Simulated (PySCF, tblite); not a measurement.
# C₇H₁₁BSi: geometry, infrared bands and NMR shifts

Wanted: the infrared bands and NMR shifts of C₇H₁₁BSi (`CC#C[SiH2]C#CB(C)C`), by calculation.

The runs use tblite 0.8.0 and PySCF 2.14.0, with density-fitted response routines of our own; the level of theory stands in each step. All values are computed, except where a source is named. Atoms are numbered from 0 throughout.

### Step 1. The molecule as given

20 atoms, charge 0, multiplicity 1; geometry from: force field or distance geometry start.

Bonds of the start (Å): C0–C1 1.47, C1–C2 1.22, C2–Si3 1.82, Si3–C4 1.81, C4–C5 1.22, C5–B6 1.55, B6–C7 1.60, B6–C8 1.60, C0–H9 1.10, C0–H10 1.10, C0–H11 1.11, Si3–H12 1.48, Si3–H13 1.47, C7–H14 1.10, C7–H15 1.11, C7–H16 1.12, C8–H17 1.10, C8–H18 1.13, C8–H19 1.10.

### Step 2. Geometry optimisation with GFN2-xTB

Job settings and geometry (Å):

```
{"job": {"kind": "relax", "xc": "GFN2-xTB", "basis": "xTB"}, "charge": 0, "multiplicity": 1}
C      4.864400     0.333200    -1.277300
C      3.747300    -0.082600    -0.416900
C      2.858100    -0.451700     0.331900
Si     1.514500    -0.996400     1.427300
C     -0.053800    -0.468600     0.694000
C     -1.111100    -0.121100     0.198700
B     -2.473200     0.320500    -0.403900
C     -3.467200    -0.806500    -0.939800
C     -3.207800     1.593500     0.215800
H      5.819100    -0.066600    -0.898900
H      4.954500     1.424800    -1.289100
H      4.650800    -0.105800    -2.276000
H      1.596900    -2.465000     1.557700
H      1.592600    -0.365500     2.750600
H     -3.221300    -0.995300    -1.994100
H     -4.529300    -0.493800    -0.867000
H     -3.338500    -1.740100    -0.335300
H     -2.568700     2.490500     0.223300
H     -3.508800     1.289500     1.265100
H     -4.123600     1.717800    -0.379000
```

Command:

```console
OMP_NUM_THREADS=1 python probes_run.py task.json out
```

One launch serves the whole session: the jobs run in the order shown.

**Question.** This job is followed by: GFN2-xTB harmonic vibrations, gas phase; GIAO PBE0/pcSseg-1 NMR shielding, non-relativistic, gas phase. What will the session give for the following? strongest single infrared mode (GFN2-xTB); zero-point energy (GFN2-xTB); 13C shifts against TMS (PBE0/pcSseg-1, means over atoms taken as alike); 1H shifts against TMS (PBE0/pcSseg-1, means over atoms taken as alike); 29Si shifts against TMS (PBE0/pcSseg-1); 11B shifts against BF3·OEt2 (PBE0/pcSseg-1).

The runs gave:

```
                                                               quantity                                     value
                              strongest single infrared mode (GFN2-xTB)                     2186 cm⁻¹, 493 km/mol
                                           zero-point energy (GFN2-xTB)                             93.0 kcal/mol
13C shifts against TMS (PBE0/pcSseg-1, means over atoms taken as alike)  136.4, 126.6, 114.3, 78.5, 17.5, 6.1 ppm
 1H shifts against TMS (PBE0/pcSseg-1, means over atoms taken as alike)                      4.87, 2.09, 1.02 ppm
                                29Si shifts against TMS (PBE0/pcSseg-1)                                 -94.5 ppm
                            11B shifts against BF3·OEt2 (PBE0/pcSseg-1)                                  72.5 ppm
```

What this shows: Over 89 steps the energy fell by 0.498 eV; of the close pairs, C5–B6 changed most, 1.554 to 1.506 Å. The lowest mode is imaginary (28i cm⁻¹), so the xTB geometry is not a minimum. The strongest single mode, at 2186 cm⁻¹, moves mainly H12 and H13. Unscaled tight-binding wavenumbers are off by several per cent, some by more. Its intensities can rank the bands wrongly. At PBE0/pcSseg-1: The largest span, 340 ppm, is at C5, where the paramagnetic term is -203 ppm.
